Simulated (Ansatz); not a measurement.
Y2CI2, space group P-3m1, band-curvature effective masses by finite differences

Program: the Python package of Ansatz (0.2.0).

Run as a notebook:

**Cell 1**
```python
import ansatz as az
import numpy as np
```

**Cell 2**
```python
vectors = np.array([
    [3.87819297, 0.0, 0.0],
    [-1.93909649, 3.35861363, 0.0],
    [0.0, 0.0, 11.06945342],
])
crystal = (
    az.Lattice.of(vectors)
    .atom("Y", (1 / 3, 2 / 3, 0.1182833))
    .atom("Y", (2 / 3, 1 / 3, 0.8817167))
    .atom("C", (0.0, 0.0, 0.0))
    .atom("I", (1 / 3, 2 / 3, 0.68699021))
    .atom("I", (2 / 3, 1 / 3, 0.31300979))
)
```

**Cell 3**
```python
setup = (
    crystal.calculation()
    .basis(34 * az.Ry)
    .pseudopotentials("paw")
    .functional("lda")
    .kpoints(6, 6, 2)
    .occupations("fixed")
)
# find the band extrema among the mesh points first
res = setup.band_table().run()
data = res.report
```

**Cell 4**
```python
res.unlabelled_reasons
```
Output:
```text
['no_forces']
```

**Cell 5**
```python
levels = np.array(data["eigenvalues_ev"])
filled = round(data["n_electrons"] / 2)
edges = {"top filled band": (filled - 1, levels[:, filled - 1].argmax()), "lowest empty band": (filled, levels[:, filled].argmin())}
gap = levels[:, filled].min() - levels[:, filled - 1].max()
print(f"gap on the mesh {gap:.3f} eV")
if gap <= 0.05:
    print("no gap: band-edge masses have no meaning here")
    edges = {}
reciprocal = 2 * np.pi * np.linalg.inv(res.lattice.cell_ang).T
step = 0.006  # 1/A
```
Output:
```text
gap on the mesh 0.446 eV
```

**Cell 6**
```python
# m/m_e = (hbar^2/m_e) / (d2E/dk2), with hbar^2/m_e = 7.61996 eV A^2
pairs = [(0, 1), (0, 2), (1, 2)]
moves = [sign * axis for axis in np.eye(3) for sign in (-1, 1)]
moves += [s1 * np.eye(3)[i] + s2 * np.eye(3)[j] for i, j in pairs for s1 in (1, -1) for s2 in (1, -1)]
for name, (band, index) in edges.items():
    together = int(np.sum(np.abs(levels[index] - levels[index, band]) < 2e-3))
    print(name, "at k =", np.round(data["kpoints_frac"][index], 4), f"E = {levels[index, band]:.4f} eV, degeneracy {together}")
    centre = np.array(data["kpoints_frac"][index]) @ reciprocal
    points = [centre] + [centre + step * move for move in moves]
    table = setup.band_structure(points, intervals=1, cartesian=True).run().band_structure().channels[0].eigenvalues_ev
    if together > 1:
        level = np.flatnonzero(np.abs(levels[index] - levels[index, band]) < 2e-3)
        along = (table[1, level] + table[2, level] - 2 * table[0, level]) / step ** 2
        print("  degenerate level, no single mass tensor; masses of its branches along x:", np.round(7.61996 / along, 3), "m_e")
        continue
    e = table[:, band]
    hessian = np.diag((e[1:7:2] + e[2:7:2] - 2 * e[0]) / step ** 2)
    for (i, j), (pp, pm, mp, mm) in zip(pairs, e[7:].reshape(3, 4)):
        hessian[i, j] = hessian[j, i] = (pp - pm - mp + mm) / (4 * step ** 2)
    curvatures, axes = np.linalg.eigh(hessian)
    slope = (e[2:7:2] - e[1:7:2]) / (2 * step)
    print("  slope (eV A):", np.round(slope, 3) + 0.0, "" if np.abs(slope).max() < 0.05 else "- no extremum here, so these are local curvatures and no band-edge masses")
    for curvature, axis in zip(curvatures, axes.T):
        print(f"  principal mass {7.61996 / curvature:8.3f} m_e along", np.round(axis, 2) + 0.0)
```
Output:
```text
top filled band at k = [0. 0. 0.] E = 7.5250 eV, degeneracy 2
  degenerate level, no single mass tensor; masses of its branches along x: [-0.201 -0.827] m_e
lowest empty band at k = [ 0.  -0.5  0. ] E = 7.9714 eV, degeneracy 1
  slope (eV A): [0. 0. 0.]
  principal mass    5.021 m_e along [0.   0.27 0.96]
  principal mass    0.903 m_e along [ 0.   -0.96  0.27]
  principal mass    0.177 m_e along [-1.  0.  0.]
```

Notes:
- Semilocal gaps usually lie well under measured ones.
- The computed bands are complete only to about 3.6 eV above the Fermi level.
- The structure comes from a database of computed cells and needn't be a stable or known phase.
- Gaps and levels are Kohn-Sham values on a finite set of k-points, without spin-orbit coupling.
- The masses are finite-difference curvatures at extrema found on a coarse mesh, which needn't be the true band edges; a step that is long against the gap makes them too heavy. At a valence maximum the curvature is negative (the hole mass is its size); mixed signs mark a saddle. Spin-orbit coupling is left out, and light masses scale with the Kohn-Sham gap.
- Finished in 16 s on 1 thread of Arm Neoverse V2, with other jobs on the host, peak memory 0.48 GiB.
